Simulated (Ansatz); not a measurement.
# CH3AlTe (SMILES [CH2]1[AlH][Te]1): functionals against CCSD(T) at one geometry

Aim: energy, forces and dipole at a structure displaced at random from a GFN2-xTB minimum, from CCSD(T) and from density functionals.

Computed with Ansatz 0.2.0, Gaussian basis. Level: single points in def2-TZVPP.

Correlated methods freeze the cores. Filled d shells of the heavier atoms are correlated. Core potentials replace the inner electrons past krypton, and spin-orbit coupling is left out.

**1. Starting geometry**

6 atoms, charge 0, spin multiplicity 1.

Atoms are counted from 1 here; the program's logs count them from 0.

Bond lengths: C1–Al2 1.860 Å, C1–Te3 2.322 Å, C1–H4 1.173 Å, C1–H5 1.068 Å, Al2–Te3 2.431 Å, Al2–H6 1.511 Å. Angles: Al2–C1–Te3 70.1°, Al2–C1–H4 126.6°, Al2–C1–H5 125.6°, Te3–C1–H4 103.4°, Te3–C1–H5 106.8°, H4–C1–H5 107.3°, C1–Al2–Te3 63.9°, C1–Al2–H6 145.2°, Te3–Al2–H6 150.8°, C1–Te3–Al2 46.0°.

Coordinates:

```xyz
6
charge 0, multiplicity 1
C     0.1542   -0.7221   -0.2126
Al    0.0709    0.9266    0.6447
Te   -1.1927    0.7316   -1.4225
H    -0.5438   -1.6456   -0.0225
H     0.9321   -1.0429   -0.8709
H     0.4938    1.7151    1.8621
```

**2. CCSD(T)/def2-TZVPP**

Input file run/in.yaml:

```yaml
crystal:
  periodic: [false, false, false]
  atoms:
    - {symbol: C, position_ang: [0.154200, -0.722100, -0.212600]}
    - {symbol: Al, position_ang: [0.070900, 0.926600, 0.644700]}
    - {symbol: Te, position_ang: [-1.192700, 0.731600, -1.422500]}
    - {symbol: H, position_ang: [-0.543800, -1.645600, -0.022500]}
    - {symbol: H, position_ang: [0.932100, -1.042900, -0.870900]}
    - {symbol: H, position_ang: [0.493800, 1.715100, 1.862100]}
basis:
  gaussian: {orbitals: def2-TZVPP}
correlation: {method: ccsd_t}
output: {forces: true}
```

No record of the launch command was kept for these runs.

**3. PBE0-D4/def2-TZVPP**

run/in.yaml: that of step 2 with these lines changed.

```diff
@@ -11,3 +11,3 @@
   gaussian: {orbitals: def2-TZVPP}
-correlation: {method: ccsd_t}
-output: {forces: true}
+hamiltonian: {xc: pbe0, dispersion: d4}
+output: {forces: true, orbitals: {seedname: orbitals}}
```

**4. wB97M-V/def2-TZVPP**

run/in.yaml: that of step 3 with these lines changed.

```diff
@@ -11,3 +11,3 @@
   gaussian: {orbitals: def2-TZVPP}
-hamiltonian: {xc: pbe0, dispersion: d4}
-output: {forces: true, orbitals: {seedname: orbitals}}
+hamiltonian: {xc: {name: wB97M-V}}
+output: {forces: true}
```

**5. r2SCAN-D4/def2-TZVPP**

run/in.yaml: that of step 4 with these lines changed.

```diff
@@ -11,3 +11,3 @@
   gaussian: {orbitals: def2-TZVPP}
-hamiltonian: {xc: {name: wB97M-V}}
+hamiltonian: {xc: r2scan, dispersion: d4}
 output: {forces: true}
```

**6. PBE-D4/def2-TZVPP**

run/in.yaml: that of step 5 with these lines changed.

```diff
@@ -11,3 +11,3 @@
   gaussian: {orbitals: def2-TZVPP}
-hamiltonian: {xc: r2scan, dispersion: d4}
+hamiltonian: {xc: pbe, dispersion: d4}
 output: {forces: true}
```

**7. CAM-B3LYP-D4/def2-TZVPP**

run/in.yaml: that of step 6 with these lines changed.

```diff
@@ -11,3 +11,3 @@
   gaussian: {orbitals: def2-TZVPP}
-hamiltonian: {xc: pbe, dispersion: d4}
+hamiltonian: {xc: {name: CAM-B3LYP}, dispersion: d4}
 output: {forces: true}
```

**8. B97M-V/def2-TZVPP**

run/in.yaml: that of step 7 with these lines changed.

```diff
@@ -11,3 +11,3 @@
   gaussian: {orbitals: def2-TZVPP}
-hamiltonian: {xc: {name: CAM-B3LYP}, dispersion: d4}
+hamiltonian: {xc: {name: B97M-V}}
 output: {forces: true}
```

(Steps that only read results are left out.)

Before running it: what results should come out? Wanted: energy less free atoms, CCSD(T)/def2-TZVPP; RMS force component; RMS force error; HOMO and LUMO, PBE0-D4; T1 diagnostic.

The runs gave:

| quantity | value |
| --- | --- |
| energy less free atoms, CCSD(T)/def2-TZVPP | -1716.9 kJ/mol |
| RMS force component | 0.967 to 1.026 eV/Å over the methods |
| RMS force error | PBE0-D4 0.123, wB97M-V 0.154, r2SCAN-D4 0.102, PBE-D4 0.138, CAM-B3LYP-D4 0.152, B97M-V 0.124 eV/Å |
| HOMO and LUMO, PBE0-D4 | -6.21 and -1.48 eV |
| T1 diagnostic | 0.013 |

**Reading.** Against CCSD(T) the functionals' energies less atoms differ by -80.1 to -29.1 kJ/mol, PBE-D4 by -80.1 kJ/mol. A larger basis would deepen the CCSD(T) value, while the functionals are nearly converged already, so the order here is not reliable. For forces r2SCAN-D4 does best and wB97M-V worst. Frozen-core CCSD(T) forces in triple zeta carry basis errors of their own, and this is one geometry, so small gaps rank nothing.
